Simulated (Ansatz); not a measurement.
# BF₂HS + SiH₄: a complex and its separated parts, part 2 of 2

Ansatz 0.2.0, Gaussian basis. The steps go on from the part before.

**13. CAM-B3LYP-D4/def2-TZVPP**

The inputs:

parta/in.yaml

```yaml
crystal:
  periodic: [false, false, false]
  atoms:
    - {symbol: B, position_ang: [0.784920, -1.636757, -0.746651]}
    - {symbol: S, position_ang: [1.617818, -0.605585, -1.965021]}
    - {symbol: F, position_ang: [-0.052180, -2.567756, -1.157846]}
    - {symbol: F, position_ang: [0.977940, -1.499605, 0.550910]}
    - {symbol: H, position_ang: [2.294624, 0.110444, -1.053230]}
basis:
  gaussian: {orbitals: def2-TZVPP}
hamiltonian: {xc: {name: CAM-B3LYP}, dispersion: d4}
```

partb/in.yaml

```yaml
crystal:
  periodic: [false, false, false]
  atoms:
    - {symbol: H, position_ang: [-1.488281, 0.183159, -0.103174]}
    - {symbol: Si, position_ang: [-1.124624, 1.239852, 0.874378]}
    - {symbol: H, position_ang: [0.275535, 1.673029, 0.636978]}
    - {symbol: H, position_ang: [-2.036201, 2.400331, 0.710793]}
    - {symbol: H, position_ang: [-1.249551, 0.702887, 2.252963]}
basis:
  gaussian: {orbitals: def2-TZVPP}
hamiltonian: {xc: {name: CAM-B3LYP}, dispersion: d4}
```

One command serves all of them, each in its own folder.

Started as:

```sh
$ ansatz run in.yaml --threads 4 --pin off --events-out ev --progress --plain --max-ram 9574MiB
```

Log of parta, shortened:

```text
Functional definition: CAM-B3LYP
  name "CAM-B3LYP"
  cite "Yanai, Tew & Handy, Chem. Phys. Lett. 393, 51 (2004) doi:10.1016/j.cplett.2004.06.011"
  cite "Iikura, Tsuneda, Yanai & Hirao, J. Chem. Phys. 115, 3540 (2001) doi:10.1063/1.1383587"
  cite "Becke, Phys. Rev. A 38, 3098 (1988) doi:10.1103/PhysRevA.38.3098"
  cite "Lee, Yang & Parr, Phys. Rev. B 37, 785 (1988) doi:10.1103/PhysRevB.37.785"
[...]
  # Exact exchange under (alpha + beta erf(omega r))/r, Becke's under what is left of 1/r.
[...]
836 factors; their error is unknown
171 factors; integrals over basis functions are off by at most 1.4e-5 eV
[...]
mean field -16967.57154759 eV, -623.5467533407 hartree, gradient 6.0e-5 eV, S^2 0.000000; 0 other end points of the search recorded, 0 dependent functions left out
reference -16967.57164816 eV, -623.5467570367 hartree; 20, 20 occupied and 129, 129 virtual orbitals, 836 factors
Total energy: -16967.63999719 eV, -623.5492688172 hartree
```

partb printed, shortened:

```text
[... 6 set-up lines as earlier in the session ...]
[...]
  # Exact exchange under (alpha + beta erf(omega r))/r, Becke's under what is left of 1/r.
[...]
527 factors; their error is unknown
147 factors; integrals over basis functions are off by at most 1.2e-5 eV
[...]
mean field -7942.76487731 eV, -291.8912254418 hartree, gradient 9.0e-6 eV, S^2 0.000000; 0 other end points of the search recorded, 0 dependent functions left out
reference -7942.76497978 eV, -291.8912292075 hartree; 9, 9 occupied and 89, 89 virtual orbitals, 527 factors
Total energy: -7942.79914924 eV, -291.8924849121 hartree
```

They took 1 s (parta), 0.35 s (partb) on 4 threads of Arm Neoverse V2, shared host.

**14. wB97X-V/def2-TZVPP**

The same edit goes into each in.yaml of step 13 (parta, partb):

```diff
-hamiltonian: {xc: {name: CAM-B3LYP}, dispersion: d4}
+hamiltonian: {xc: {name: wB97X-V}}
```

Each run has its own folder and the same command.

Started as:

```sh
$ ansatz run in.yaml --threads 4 --pin off --events-out ev --progress --plain --max-ram 9574MiB
```

Output in parta, shortened:

```text
Functional definition: wB97X-V
  name "wB97X-V"
  cite "Mardirossian & Head-Gordon, Phys. Chem. Chem. Phys. 16, 9904 (2014) doi:10.1039/C3CP54374A"
[... 2 set-up lines as earlier in the session ...]
[...]
      + integral(e_c_pw_opposite_spin*poly(b97_u_opposite, cos0, cos1)) + vv10(b, c)
831 factors; their error is unknown
166 factors; integrals over basis functions are off by at most 9.0e-6 eV
[...]
mean field -16965.16202018 eV, -623.4582048418 hartree, gradient 6.4e-5 eV, S^2 0.000000; 0 other end points of the search recorded, 0 dependent functions left out
reference -16965.16201855 eV, -623.4582047817 hartree; 20, 20 occupied and 129, 129 virtual orbitals, 831 factors
Total energy: -16965.16201855 eV, -623.4582047817 hartree
```

Log of partb, shortened:

```text
[... 5 set-up lines as earlier in the session ...]
[...]
      + integral(e_c_pw_opposite_spin*poly(b97_u_opposite, cos0, cos1)) + vv10(b, c)
527 factors; their error is unknown
136 factors; integrals over basis functions are off by at most 1.1e-5 eV
[...]
mean field -7941.38119312 eV, -291.8403759855 hartree, gradient 2.9e-5 eV, S^2 0.000000; 0 other end points of the search recorded, 0 dependent functions left out
reference -7941.38119138 eV, -291.8403759216 hartree; 9, 9 occupied and 89, 89 virtual orbitals, 527 factors
Total energy: -7941.38119138 eV, -291.8403759216 hartree
```

They took 2.5 s (parta), 0.95 s (partb) on 4 threads of Arm Neoverse V2, shared host.

**15. wB97M-V/def2-TZVPP**

Each input of step 14 (parta, partb) changes in the same lines:

```diff
-hamiltonian: {xc: {name: wB97X-V}}
+hamiltonian: {xc: {name: wB97M-V}}
```

The same command starts each run, in its folder.

Started as:

```sh
$ ansatz run in.yaml --threads 4 --pin off --events-out ev --progress --plain --max-ram 9574MiB
```

Log of parta, shortened:

```text
Functional definition: wB97M-V
  name "wB97M-V"
  cite "Mardirossian & Head-Gordon, J. Chem. Phys. 144, 214110 (2016) doi:10.1063/1.4952647"
[... 2 set-up lines as earlier in the session ...]
  # Of w^i u^j: cxij and so on, Table III.
[...]
  gx(w, u) = 1 - cx + cx01*u + cx10*w
[...]
      + integral(e_c_pw_mod_opposite_spin*gos(b97_w_opposite, b97_u_opposite)) + vv10(b, c)
831 factors; their error is unknown
166 factors; integrals over basis functions are off by at most 9.0e-6 eV
[...]
mean field -16966.75111228 eV, -623.5166028994 hartree, gradient 3.4e-5 eV, S^2 0.000000; 0 other end points of the search recorded, 0 dependent functions left out
reference -16966.75115251 eV, -623.5166043776 hartree; 20, 20 occupied and 129, 129 virtual orbitals, 831 factors
Total energy: -16966.75115251 eV, -623.5166043776 hartree
```

Output in partb, shortened:

```text
[... 5 set-up lines as earlier in the session ...]
  # Of w^i u^j: cxij and so on, Table III.
[...]
  gx(w, u) = 1 - cx + cx01*u + cx10*w
[...]
      + integral(e_c_pw_mod_opposite_spin*gos(b97_w_opposite, b97_u_opposite)) + vv10(b, c)
527 factors; their error is unknown
136 factors; integrals over basis functions are off by at most 1.1e-5 eV
[...]
mean field -7941.54391811 eV, -291.8463560187 hartree, gradient 4.9e-5 eV, S^2 0.000000; 0 other end points of the search recorded, 0 dependent functions left out
reference -7941.54396050 eV, -291.8463575764 hartree; 9, 9 occupied and 89, 89 virtual orbitals, 527 factors
Total energy: -7941.54396050 eV, -291.8463575764 hartree
```

They took 2.9 s (parta), 0.95 s (partb) on 4 threads of Arm Neoverse V2, shared host.

**16. B2PLYP/def2-TZVPP**

The same edit goes into each in.yaml of step 15 (parta, partb):

```diff
-hamiltonian: {xc: {name: wB97M-V}}
+hamiltonian: {xc: {name: B2PLYP}}
```

Each run has its own folder and the same command.

Started as:

```sh
$ ansatz run in.yaml --threads 4 --pin off --events-out ev --progress --plain --max-ram 9574MiB
```

Log of parta, shortened:

```text
Functional definition: B2PLYP
  name "B2PLYP"
  cite "Grimme, J. Chem. Phys. 124, 034108 (2006) doi:10.1063/1.2148954"
[... 2 set-up lines as earlier in the session ...]
[...]
934 factors; integrals over basis functions are off by at most 1.4e-3 eV
[...]
mean field -16955.25610225 eV, -623.0941690723 hartree, gradient 5.5e-6 eV, S^2 0.000000; 0 other end points of the search recorded, 0 dependent functions left out
8 core orbitals not correlated: weight in the atoms' cores, before any rotation towards them, 1.000 or more for the frozen orbitals, at most 0.000 for the correlated occupied ones
reference -16955.25622922 eV, -623.0941737385 hartree; 12, 12 occupied and 129, 129 virtual orbitals, 934 factors
second order -24.87475509 eV of doubles, -0.00000000 eV of singles
Total energy: -16961.97241310 eV, -623.3409889435 hartree
```

Log of partb, shortened:

```text
[... 5 set-up lines as earlier in the session ...]
[...]
537 factors; integrals over basis functions are off by at most 8.2e-4 eV
[...]
mean field -7937.89717860 eV, -291.7123408136 hartree, gradient 2.5e-6 eV, S^2 0.000000; 0 other end points of the search recorded, 0 dependent functions left out
5 core orbitals not correlated: weight in the atoms' cores, before any rotation towards them, 1.000 or more for the frozen orbitals, at most 0.000 for the correlated occupied ones
reference -7937.89731175 eV, -291.7123457068 hartree; 4, 4 occupied and 89, 89 virtual orbitals, 537 factors
second order -4.78243858 eV of doubles, -0.00000000 eV of singles
Total energy: -7939.18857017 eV, -291.7597985783 hartree
```

Times: 1.5 s (parta), 0.45 s (partb) on 4 threads of Arm Neoverse V2, shared host.

**17. PBE-QIDH/def2-TZVPP**

The same edit goes into each in.yaml of step 16 (parta, partb):

```diff
-hamiltonian: {xc: {name: B2PLYP}}
+hamiltonian: {xc: {name: PBE-QIDH}}
```

Each run has its own folder and the same command.

Started as:

```sh
$ ansatz run in.yaml --threads 4 --pin off --events-out ev --progress --plain --max-ram 9574MiB
```

Log of parta, shortened:

```text
Functional definition: PBE-QIDH
  name "PBE-QIDH"
  cite "Brémond, Sancho-García, Pérez-Jiménez & Adamo, J. Chem. Phys. 141, 031101 (2014) doi:10.1063/1.4890314"
[... 1 set-up line as earlier in the session ...]
[...]
934 factors; integrals over basis functions are off by at most 1.4e-3 eV
[...]
mean field -16948.19406459 eV, -622.8346439751 hartree, gradient 3.5e-6 eV, S^2 0.000000; 0 other end points of the search recorded, 0 dependent functions left out
8 core orbitals not correlated: weight in the atoms' cores, before any rotation towards them, 1.000 or more for the frozen orbitals, at most 0.000 for the correlated occupied ones
reference -16948.19407371 eV, -622.8346443103 hartree; 12, 12 occupied and 129, 129 virtual orbitals, 934 factors
second order -23.21017204 eV of doubles, -0.00000000 eV of singles
Total energy: -16955.93079773 eV, -623.1189636737 hartree
```

partb printed, shortened:

```text
[... 4 set-up lines as earlier in the session ...]
[...]
537 factors; integrals over basis functions are off by at most 8.2e-4 eV
[...]
mean field -7935.34606284 eV, -291.6185890387 hartree, gradient 4.7e-6 eV, S^2 0.000000; 0 other end points of the search recorded, 0 dependent functions left out
5 core orbitals not correlated: weight in the atoms' cores, before any rotation towards them, 1.000 or more for the frozen orbitals, at most 0.000 for the correlated occupied ones
reference -7935.34607342 eV, -291.6185894273 hartree; 4, 4 occupied and 89, 89 virtual orbitals, 537 factors
second order -4.44769190 eV of doubles, -0.00000000 eV of singles
Total energy: -7936.82863738 eV, -291.6730726482 hartree
```

Times: 1.6 s (parta), 0.45 s (partb) on 4 threads of Arm Neoverse V2, shared host.

**18. RPA on PBE/def2-TZVPP**

Each input of step 17 (parta, partb) changes in the same lines:

```diff
-hamiltonian: {xc: {name: PBE-QIDH}}
+hamiltonian: {xc: pbe}
+correlation: {method: rpa}
```

One command serves all of them, each in its own folder.

Started as:

```sh
$ ansatz run in.yaml --threads 4 --pin off --events-out ev --progress --plain --max-ram 9574MiB
```

Log of parta, shortened:

```text
[... 4 set-up lines as earlier in the session ...]
[...]
934 factors; integrals over basis functions are off by at most 1.4e-3 eV
[...]
mean field -16957.93195124 eV, -623.1925047090 hartree, gradient 6.7e-6 eV, S^2 0.000000; 0 other end points of the search recorded, 0 dependent functions left out
8 core orbitals not correlated: weight in the atoms' cores, before any rotation towards them, 1.000 or more for the frozen orbitals, at most 0.000 for the correlated occupied ones
reference -16922.68784697 eV, -621.8973077664 hartree; 12, 12 occupied and 129, 129 virtual orbitals, 934 factors
Total energy: -16954.97905054 eV, -623.0839876099 hartree
```

Log of partb, shortened:

```text
[... 4 set-up lines as earlier in the session ...]
[...]
537 factors; integrals over basis functions are off by at most 8.2e-4 eV
[...]
mean field -7938.15289350 eV, -291.7217381628 hartree, gradient 8.4e-6 eV, S^2 0.000000; 0 other end points of the search recorded, 0 dependent functions left out
5 core orbitals not correlated: weight in the atoms' cores, before any rotation towards them, 1.000 or more for the frozen orbitals, at most 0.000 for the correlated occupied ones
reference -7925.04969419 eV, -291.2402044699 hartree; 4, 4 occupied and 89, 89 virtual orbitals, 537 factors
Total energy: -7933.57984059 eV, -291.5536815680 hartree
```

Times: 1.4 s (parta), 0.45 s (partb) on 4 threads of Arm Neoverse V2, shared host.

**19. CCSD(T)/def2-TZVPP**

Each input of step 18 (parta, partb) changes in the same lines:

```diff
-hamiltonian: {xc: pbe}
-correlation: {method: rpa}
+correlation: {method: ccsd_t}
```

Each run has its own folder and the same command.

Started as:

```sh
$ ansatz run in.yaml --threads 4 --pin off --events-out ev --progress --plain --max-ram 9574MiB
```

parta printed, shortened:

```text
Functional definition: HF
  name "HF"
  cite "Fock, Z. Phys. 61, 126 (1930) doi:10.1007/BF01340294"
[... 1 set-up line as earlier in the session ...]
[...]
934 factors; integrals over basis functions are off by at most 1.4e-3 eV
[...]
mean field -16924.03029354 eV, -621.9466417679 hartree, gradient 5.7e-6 eV, S^2 0.000000; 0 other end points of the search recorded, 0 dependent functions left out
8 core orbitals not correlated: weight in the atoms' cores, before any rotation towards them, 1.000 or more for the frozen orbitals, at most 0.000 for the correlated occupied ones
reference -16924.03029354 eV, -621.9466417679 hartree; 12, 12 occupied and 129, 129 virtual orbitals, 934 factors
second order -20.80472500 eV of doubles, -0.00000000 eV of singles
cycle   1  -20.85187784 eV  change   -4.7e-2 eV  update   9.4e-2
[...]
cycle   9  -21.35915718 eV  change   -1.5e-5 eV  update   1.7e-5
perturbative correction -0.73376391 eV, -0.0269653262 hartree
Total energy: -16946.12321463 eV, -622.7585416427 hartree
```

Output in partb, shortened:

```text
[... 4 set-up lines as earlier in the session ...]
[...]
537 factors; integrals over basis functions are off by at most 8.2e-4 eV
[...]
mean field -7925.54413067 eV, -291.2583746755 hartree, gradient 1.8e-6 eV, S^2 0.000000; 0 other end points of the search recorded, 0 dependent functions left out
5 core orbitals not correlated: weight in the atoms' cores, before any rotation towards them, 1.000 or more for the frozen orbitals, at most 0.000 for the correlated occupied ones
reference -7925.54413067 eV, -291.2583746755 hartree; 4, 4 occupied and 89, 89 virtual orbitals, 537 factors
second order -3.90715060 eV of doubles, -0.00000000 eV of singles
cycle   1  -4.49744215 eV  change   -5.9e-1 eV  update   5.5e-2
[...]
cycle   8  -4.71919437 eV  change   -7.9e-7 eV  update   3.7e-6
perturbative correction -0.10445345 eV, -0.0038385934 hartree
Total energy: -7930.36777849 eV, -291.4356404631 hartree
```

Times: 12 s (parta), 0.6 s (partb) on 4 threads of Arm Neoverse V2, shared host; peak memory 1 GiB.

**20. Vibrations of BF₂HS**

Contents of vib-parta/in.yaml:

```yaml
crystal:
  periodic: [false, false, false]
  atoms:
    - {symbol: B, position_ang: [0.784920, -1.636757, -0.746651]}
    - {symbol: S, position_ang: [1.617818, -0.605585, -1.965021]}
    - {symbol: F, position_ang: [-0.052180, -2.567756, -1.157846]}
    - {symbol: F, position_ang: [0.977940, -1.499605, 0.550910]}
    - {symbol: H, position_ang: [2.294624, 0.110444, -1.053230]}
basis:
  gaussian: {orbitals: def2-TZVP}
hamiltonian: {xc: pbe0, dispersion: d4}
phonons: {temperatures: {t_min: 298.15, t_max: 900, t_step: 200}}
```

Started as:

```sh
$ ansatz run in.yaml --threads 4 --pin off --events-out ev --progress --plain --max-ram 9574MiB
```

The log of the run, shortened:

```text
[... 5 set-up lines as earlier in the session ...]
[...]
796 factors; their error is unknown
[...]
mean field -16958.92488517 eV, -623.2289943580 hartree, gradient 3.8e-5 eV, S^2 0.000000; 0 other end points of the search recorded, 0 dependent functions left out
[...]
Atom 2 at    -0.052180    -2.567756    -1.157846 Å, force     0.000770     0.000681     0.000391 eV/Å
Atom 3 at     0.977940    -1.499605     0.550910 Å, force    -0.000545    -0.000512     0.001130 eV/Å
Atom 4 at     2.294624     0.110444    -1.053230 Å, force     0.000608     0.000404    -0.000165 eV/Å
Dipole moment:     0.179845     0.205251     0.008452 e Å
Vibrations: 295.17 368.11 412.08 583.33 682.71 837.03 1257.82 1429.56 2724.42 cm⁻¹, zero-point energy 0.532526 eV
```

Run time: 21 s. Hardware: 4 threads of Arm Neoverse V2, shared host.

The modes, with what each moves most:

| mode | wavenumber (cm⁻¹) | character |
| --- | --- | --- |
| 1 | 295 | bend |
| 2 | 368 | torsion |
| 3 | 412 | bend |
| 4 | 583 | out-of-plane bend with torsion |
| 5 | 683 | B–S and B–F stretch |
| 6 | 837 | bend |
| 7 | 1258 | B–F stretch |
| 8 | 1430 | B–F stretch |
| 9 | 2724 | S–H stretch |

Vibrational sums (real modes only):

| T (K) | entropy (J/mol/K) | heat capacity (J/mol/K) |
| --- | --- | --- |
| 298 | 18.8 | 31.2 |
| 498 | 38.7 | 46.3 |
| 698 | 55.8 | 54.9 |
| 898 | 70.4 | 60.2 |

**21. Vibrations of SiH₄**

Contents of vib-partb/in.yaml:

```yaml
crystal:
  periodic: [false, false, false]
  atoms:
    - {symbol: H, position_ang: [-1.488281, 0.183159, -0.103174]}
    - {symbol: Si, position_ang: [-1.124624, 1.239852, 0.874378]}
    - {symbol: H, position_ang: [0.275535, 1.673029, 0.636978]}
    - {symbol: H, position_ang: [-2.036201, 2.400331, 0.710793]}
    - {symbol: H, position_ang: [-1.249551, 0.702887, 2.252963]}
basis:
  gaussian: {orbitals: def2-TZVP}
hamiltonian: {xc: pbe0, dispersion: d4}
phonons: {temperatures: {t_min: 298.15, t_max: 900, t_step: 200}}
```

Started as:

```sh
$ ansatz run in.yaml --threads 4 --pin off --events-out ev --progress --plain --max-ram 9574MiB
```

The log of the run, shortened:

```text
[... 5 set-up lines as earlier in the session ...]
[...]
444 factors; their error is unknown
[...]
mean field -7939.08540060 eV, -291.7560071666 hartree, gradient 2.9e-5 eV, S^2 0.000000; 0 other end points of the search recorded, 0 dependent functions left out
[...]
Atom 2 at     0.275535     1.673029     0.636978 Å, force    -0.000026    -0.000008    -0.000039 eV/Å
Atom 3 at    -2.036201     2.400331     0.710793 Å, force     0.000006    -0.000013    -0.000068 eV/Å
Atom 4 at    -1.249551     0.702887     2.252963 Å, force     0.000006    -0.000044     0.000054 eV/Å
Dipole moment:     0.000000     0.000000    -0.000010 e Å
Vibrations: 906.77 906.77 906.78 968.57 968.57 2235.39 2245.03 2245.04 2245.06 cm⁻¹, zero-point energy 0.844827 eV
```

Run time: 4.5 s. Hardware: 4 threads of Arm Neoverse V2, shared host.

Wavenumbers and character of the modes:

| mode | wavenumber (cm⁻¹) | character |
| --- | --- | --- |
| 1 | 907 | bend |
| 2 | 907 | bend |
| 3 | 907 | bend |
| 4 | 969 | bend |
| 5 | 969 | bend |
| 6 | 2235 | Si–H stretch |
| 7 | 2245 | Si–H stretch |
| 8 | 2245 | Si–H stretch |
| 9 | 2245 | Si–H stretch |

Vibrational sums (real modes only):

```csv
T (K),entropy (J/mol/K),heat capacity (J/mol/K)
298,2.6,9.7
498,11.5,25.7
698,22.2,38.0
898,32.9,47.1
```

**22. Complex less separated parts**

The complex's own energies come from single points at the same levels.

Rows are in def2-TZVPP; times add the 3 runs of a level on a shared host, so small differences are noise.

Differences are taken before rounding.

```csv
method,rung,complex less parts (kJ/mol),from CCSD(T) (kJ/mol),time
SPW92,LDA,-9.7,-4.4,1.8 s
PBE-D4,GGA,-7.3,-2.0,2.8 s
BLYP-D4,GGA,-6.1,-0.7,2.8 s
r2SCAN-D4,meta-GGA,-6.6,-1.3,6.2 s
B97M-V,meta-GGA,-6.6,-1.2,11 s
PBE0-D4,hybrid,-6.8,-1.4,4 s
B3LYP-D4,hybrid,-6.6,-1.3,3.7 s
r2SCAN0-D4,hybrid,-6.5,-1.2,6.5 s
BHLYP-D4,hybrid,-7.3,-1.9,3.8 s
CAM-B3LYP-D4,range-separated hybrid,-6.7,-1.4,4.3 s
wB97X-V,range-separated hybrid,-6.8,-1.4,10 s
wB97M-V,range-separated hybrid,-6.9,-1.6,13 s
B2PLYP,double hybrid,-1.2,+4.2,6.8 s
PBE-QIDH,double hybrid,-3.3,+2.1,7.6 s
RPA on PBE,RPA,-4.5,+0.9,6.8 s
Hartree-Fock,wavefunction,3.0,+8.3,
MP2,wavefunction,-5.4,-0.1,
CCSD,wavefunction,-4.1,+1.2,
CCSD(T),wavefunction,-5.3,0,2.7 min
```

Among the levels timed on like hardware and quicker than the yardstick, those that no quicker one beats, quickest first: SPW92 (1.8 s, -4.4 kJ/mol); PBE-D4 (2.8 s, -2.0 kJ/mol); BLYP-D4 (2.8 s, -0.7 kJ/mol).

BLYP-D4 reaches 0.7 kJ/mol from the reference in 2.8 s, where CCSD(T) took 2.7 min; the quickest level in the cost chart, SPW92, takes 1.8 s and misses by 4.4 kJ/mol.

The complex's zero-point energy, from a separate PBE0-D4 run, is 1.401 eV.

**23. What came out**

What follows sums up all 2 parts.

| quantity | value |
| --- | --- |
| complex less parts, CCSD(T)/def2-TZVPP | -5.3 kJ/mol |
| with zero-point energy | -3.1 kJ/mol |
| largest T1 diagnostic | 0.013 |

At CCSD(T) the complex lies 5.3 kJ/mol below its parts. The functionals run from BLYP-D4, off by -0.7 kJ/mol, to SPW92, off by -4.4 kJ/mol, against CCSD(T). By rung, the mean size of the error is: LDA 4.4, GGA 1.4, meta-GGA 1.3, hybrid 1.5, range-separated hybrid 1.5, double hybrid 3.1 kJ/mol. The double hybrids carry no dispersion term here, unlike the levels marked D4 or V. PBE-D4 gives a relative energy 2.0 kJ/mol too low, an error of 37 % of the reference. No counterpoise was applied, and triple zeta lacks some correlation, so the CCSD(T) reference has a basis error of its own, and close matches with it are partly luck.
